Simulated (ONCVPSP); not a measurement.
# An ONCV potential for holmium, from input to tests

Aim: build the potential from the settings below, then test how well it stands in for the atom: other configurations, scattering, ghost states and the plane-wave cutoff that it needs.

Program: ONCVPSP 4.0.1. Reference atom: PBE, scalar-relativistic, spherical and spin-unpolarised. All values are calculated.

## Step 1: Settings

Typed settings, in words:

- element: holmium (Ho, Z = 67)
- type: optimised norm-conserving Vanderbilt (ONCV)
- frozen core: [Kr] 4d10
- valence charge: 21
- reference configuration: 4f11 5s2 5p6 6s2
- partial waves: 5s+6s: rc 1.95 bohr, ncon 5, nbas 9, qcut 5.8 1/bohr, 2 projectors; 5p: rc 1.50 bohr, ncon 4, nbas 8, qcut 4.6 1/bohr, 1 projector; d scattering state at 0.03 Ha: rc 1.95 bohr, ncon 4, nbas 9, qcut 4.2 1/bohr, 2 projectors, debl 1.4 Ha; 4f: rc 1.30 bohr, ncon 3, nbas 7, qcut 11.3 1/bohr, 2 projectors, debl 2.2 Ha
- local potential: polynomial inside 0.80 bohr (lpopt 5, dvloc0 -1 Ha)
- core correction: polynomial model core, fcfact 0.35

The outer shells as boxes (Hund's rule for the drawing; the calculation is spin-unpolarised):

```
[Kr] core
4d [↑↓][↑↓][↑↓][↑↓][↑↓]
4f [↑↓][↑↓][↑↓][↑↓][↑ ][↑ ][↑ ]
5s [↑↓]
5p [↑↓][↑↓][↑↓]
6s [↑↓]
```

## Step 2: Generating the potential

Input file Ho.dat:

```
# ATOM AND REFERENCE CONFIGURATION
# atsym  z   nc   nv     iexc    psfile
  Ho 67.00    9    4        4      upf
#
#   n    l    f
    1    0    2.00
    2    0    2.00
    2    1    6.00
    3    0    2.00
    3    1    6.00
    3    2   10.00
    4    0    2.00
    4    1    6.00
    4    2   10.00
    4    3   11.00
    5    0    2.00
    5    1    6.00
    6    0    2.00
#
# PSEUDOPOTENTIAL AND OPTIMIZATION
# lmax
    3
#
#   l,   rc,      ep,       ncon, nbas, qcut
    0    1.95    0.00    5    9    5.80
    1    1.50    0.00    4    8    4.60
    2    1.95    0.03    4    9    4.20
    3    1.30    0.00    3    7   11.30
#
# LOCAL POTENTIAL
# lloc, lpopt,  rc(5),   dvloc0
    4    5    0.80   -1.00
#
# VANDERBILT-KLEINMAN-BYLANDER PROJECTORs
# l, nproj, debl
    0    2    2.60
    1    1    3.80
    2    2    1.40
    3    2    2.20
#
# MODEL CORE CHARGE
# icmod, fcfact, rcfact
    1    0.35    0.00
#
# LOG DERIVATIVE ANALYSIS
# epsh1, epsh2, depsh
   -3.00    5.00    0.02
#
# OUTPUT GRID
# rlmax, drl
    6.00    0.01
#
# TEST CONFIGURATIONS
# ncnf
    4
# nvcnf
#   n    l    f
    4
    4    3   11.00
    5    0    2.00
    5    1    6.00
    6    0    1.00
#
    4
    4    3   11.00
    5    0    2.00
    5    1    6.00
    6    0    0.00
#
    4
    4    3   10.00
    5    0    2.00
    5    1    6.00
    6    0    0.00
#
    4
    4    3   11.00
    5    0    2.00
    5    1    6.00
    6    0    1.50
#
```

Run with:

```console
$ oncvpsp.x < Ho.dat > Ho.out
```

Before running it: what results should come out? Wanted: cutoffs for 1 and 0.1 mHa per electron, occupied waves; bound ghosts; GHOST(+) flags; largest phase difference near zero energy, channels read; rms error of d²Exc/dn², without and with the model core; projector energies reset by the program.

As calculated:

| quantity | value |
| --- | --- |
| cutoffs for 1 and 0.1 mHa per electron, occupied waves | 73 Ha and 151 Ha |
| bound ghosts | s at -384.84 eV, p at -145.54 eV |
| GHOST(+) flags | none at low energy |
| largest phase difference near zero energy, channels read | 0.001 rad |
| rms error of d²Exc/dn², without and with the model core | 4.97 and 1.90 mHa |
| projector energies reset by the program | d: 0.050, 1.450 Ha |

In words: A bound ghost (s, p) makes it unfit for use: electrons can fall into a state that the atom doesn't have. It counts as very hard, with 73 Ha needed at the looser tolerance. At the looser tolerance the 5p wave is the slowest; 4f needs 61 Ha. Near zero energy the phases of the channels with partial waves agree within 0.001 rad. These are tests on the free atom; a crystal test is still owed.
